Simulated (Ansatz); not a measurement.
**AlSiH5O2 (SMILES O[SiH2][O][AlH2]) at CCSD/cc-pVDZ**

Aim: the electronic atomisation energy of AlSiH5O2 at CCSD/cc-pVDZ, from 5 runs. 

The results are computed with Ansatz 0.2.0.

75 further runs of the same task are left out: 75 set aside as unsound or not needed. Runs told in other sessions of the task aren't counted.

## Step 1: The system as given

AlSiH5O2 has 9 atoms, charge 0, and is taken as a singlet. As SMILES, `O[SiH2][O][AlH2]`. The shape is that of a PBE0-D4/def2-TZVP optimisation. This is one conformer, not always the lowest.

Bond lengths: O1–Si2 1.642 Å, Si2–O3 1.619 Å, O3–Al4 1.683 Å, O1–H5 0.958 Å, Si2–H6 1.480 Å, Si2–H7 1.487 Å, Al4–H8 1.580 Å, Al4–H9 1.579 Å. Some angles: O1–Si2–O3 112.5°, Si2–O3–Al4 173.6°, O1–Si2–H6 104.7°, O1–Si2–H7 110.2°, O3–Si2–H6 110.1°, O3–Si2–H7 107.6°, Si2–O1–H5 117.9°, O3–Al4–H8 117.8°, O3–Al4–H9 118.1°, H6–Si2–H7 111.8°.

## Step 2: The energy at CCSD/cc-pVDZ

Input file input.yaml:

```yaml
crystal:
  periodic: [false, false, false]
  atoms:
    - symbol: O
      position_ang: [-0.795100, 1.829400, -0.898200]
    - symbol: Si
      position_ang: [0.173000, 1.196700, 0.266900]
    - symbol: O
      position_ang: [0.250800, -0.418900, 0.197700]
    - symbol: Al
      position_ang: [0.325700, -2.080500, -0.060600]
    - symbol: H
      position_ang: [-1.740800, 1.705800, -0.810900]
    - symbol: H
      position_ang: [1.506100, 1.782800, 0.005000]
    - symbol: H
      position_ang: [-0.337300, 1.564900, 1.614200]
    - symbol: H
      position_ang: [-0.959500, -2.795700, -0.636800]
    - symbol: H
      position_ang: [1.665600, -2.830600, 0.305400]
basis:
  gaussian:
    orbitals: cc-pVDZ
correlation:
  method: ccsd
  frozen_orbitals: {Al: 5, H: 0, O: 1, Si: 5}
accuracy: high
scf:
  omitted_lower_state_checks: [cluster_reference, increment]
```

Started as:

```bash
$ ansatz run input.yaml --threads 1 --pin off --max-ram 3480MiB --events-out events.jsonl --progress --plain --runs-dir runs
```

The program printed (excerpt; [...] marks lines left out):

```text
Warning: RAYON_NUM_THREADS=1 ignored (pool sized by the plan → 1); use --threads N
Functional definition: HF
  name "HF"
[...]
2017 factors; integrals over basis functions are off by at most 3.9e-9 eV
[...]
mean field -18602.23719137 eV, -683.6196077338 hartree, gradient 1.6e-8 eV, S^2 0.000000; 0 other end points of the search recorded, 0 dependent functions left out
12 core orbitals not correlated: weight in the atoms' cores, before any rotation towards them, 1.000 or more for the frozen orbitals, at most 0.000 for the correlated occupied ones
reference -18602.23719137 eV, -683.6196077338 hartree; 12, 12 occupied and 65, 65 virtual orbitals, 2017 factors
second order -14.50588947 eV of doubles, -0.00000000 eV of singles
cycle   1  -14.98392820 eV  change   -4.8e-1 eV  update   9.8e-2
[...]
cycle  21  -15.52806948 eV  change   -1.4e-9 eV  update   2.9e-9
Total energy: -18617.76526086 eV, -684.1902537619 hartree
Checks for a lower state left out: cluster_reference, increment
```

Wall time 16 s (1 thread of Arm Neoverse V2, shared host); peak memory 0.49 GiB.

## Step 3: The Al atom at the same level

Input file molecule.yaml:

```yaml
crystal:
  periodic: [false, false, false]
  atoms:
    - symbol: Al
      position_ang: [0.000000, 0.000000, 0.000000]
basis:
  gaussian: {orbitals: cc-pVDZ}
scf: {omitted_lower_state_checks: [cluster_reference, increment]}
magnetization: {spin_polarized: true, initial_magnetization: 1}
correlation: {method: ccsd, frozen_orbitals: {Al: 5}}
accuracy: high
```

Run the same way, it converges to -241.92059 Eh (log not shown).

## Step 4: The H atom: the energy at UHF/cc-pVDZ

Input file input.yaml:

```yaml
crystal:
  periodic: [false, false, false]
  atoms:
    - {symbol: H, position_ang: [0.000000, 0.000000, 0.000000]}
basis:
  gaussian:
    orbitals: cc-pVDZ
total_charge: 0
magnetization:
  spin_polarized: true
  initial_magnetization: 1
hamiltonian:
  xc: hf
accuracy: high
```

Started as:

```bash
$ ansatz run input.yaml --threads 1 --pin off --max-ram 3480MiB --events-out events.jsonl --progress --plain --runs-dir runs
```

The program printed:

```text
Warning: RAYON_NUM_THREADS=1 ignored (pool sized by the plan → 1); use --threads N
Functional definition: HF
  name "HF"
  exchange = exact_x
  correlation = 0
15 factors; integrals over basis functions are off by at most 4.6e-8 eV
mean field evaluation 1: about -13.5522 eV, gradient 1.6e0 eV
mean field evaluation 2: about -13.5522 eV, gradient 1.6e0 eV
mean field evaluation 4: about -13.5861 eV, gradient 1.4e-4 eV
mean field evaluation 8: about -13.5861 eV, gradient 4.9e-14 eV
mean field -13.58605748 eV, -0.4992784034 hartree, gradient 1.6e-10 eV, S^2 0.750000; 0 other end points of the search recorded, 0 dependent functions left out
reference -13.58605748 eV, -0.4992784034 hartree; 1, 0 occupied and 4, 5 virtual orbitals, 15 factors
Total energy: -13.58605748 eV, -0.4992784034 hartree
```

Wall time 0.04 s (1 thread of Arm Neoverse V2, shared host).

## Step 5: The O atom, same level

Input file molecule.yaml:

```yaml
crystal:
  periodic: [false, false, false]
  atoms:
    - {symbol: O, position_ang: [0.000000, 0.000000, 0.000000]}
basis:
  gaussian:
    orbitals: cc-pVDZ
magnetization:
  spin_polarized: true
  initial_magnetization: 2
correlation:
  method: ccsd
  frozen_orbitals: {O: 1}
accuracy: high
scf:
  omitted_lower_state_checks: [cluster_reference, increment]
```

Started as:

```bash
$ ansatz run molecule.yaml --threads 1 --pin off --max-ram 3480MiB --events-out events.jsonl --progress --plain --runs-dir runs
```

The program printed (excerpt; [...] marks lines left out):

```text
Warning: RAYON_NUM_THREADS=1 ignored (pool sized by the plan → 1); use --threads N
Functional definition: HF
  name "HF"
[...]
96 factors; integrals over basis functions are off by at most 1.3e-9 eV
[...]
mean field -2035.19851879 eV, -74.7921660583 hartree, gradient 5.7e-9 eV, S^2 2.004367; 3 other end points of the search recorded, 0 dependent functions left out
1 core orbitals not correlated: weight in the atoms' cores, before any rotation towards them, 1.000 or more for the frozen orbitals, at most 0.000 for the correlated occupied ones
reference -2035.19851879 eV, -74.7921660583 hartree; 4, 2 occupied and 9, 11 virtual orbitals, 96 factors
second order -2.77462262 eV of doubles, -0.00000000 eV of singles
cycle   1  -3.10602904 eV  change   -3.3e-1 eV  update   2.3e-2
[...]
cycle  15  -3.18467266 eV  change   5.2e-11 eV  update  8.0e-11
Total energy: -2038.38319144 eV, -74.9092006198 hartree
Checks for a lower state left out: cluster_reference, increment
```

It took 0.18 s on 1 thread of Arm Neoverse V2, shared host.

## Step 6: The Si atom, same level

Input file run.yaml:

```yaml
crystal:
  periodic: [false, false, false]
  atoms:
    - symbol: Si
      position_ang: [0.000000, 0.000000, 0.000000]
basis:
  gaussian:
    orbitals: cc-pVDZ
magnetization:
  spin_polarized: true
  initial_magnetization: 2
correlation:
  method: ccsd
  frozen_orbitals: {Si: 5}
accuracy: high
scf:
  omitted_lower_state_checks: [cluster_reference, increment]
```

Run the same way, it converges to -288.91409 Eh (log not shown).

## Step 7: What came out

Level: CCSD/cc-pVDZ, 12 core orbitals frozen.

| quantity | value |
| --- | --- |
| molecule: total energy | -684.19025 Eh |
| molecule: correlation energy (12 core orbitals frozen) | -570.6 mEh |
| molecule: T1 diagnostic | 0.013 |
| Al atom: total energy | -241.92059 Eh |
| Al atom: correlation energy (5 core orbitals frozen) | -47.1 mEh |
| Al atom: ⟨S²⟩ of the reference determinant | 0.764 |
| Al atom: T1 diagnostic | 0.014 |
| H atom: total energy | -0.49928 Eh |
| H atom: ⟨S²⟩ | 0.750 |
| O atom: total energy | -74.90920 Eh |
| O atom: correlation energy (1 core orbital frozen) | -117.0 mEh |
| O atom: ⟨S²⟩ of the reference determinant | 2.004 |
| O atom: T1 diagnostic | 0.003 |
| Si atom: total energy | -288.91409 Eh |
| Si atom: correlation energy (5 core orbitals frozen) | -64.0 mEh |
| Si atom: ⟨S²⟩ of the reference determinant | 2.011 |
| Si atom: T1 diagnostic | 0.010 |
| electronic atomisation energy | 28.321 eV |

What this shows: Taking the molecule apart into free atoms costs 28.32 eV (2733 kJ/mol), before zero-point energy and without spin-orbit coupling.
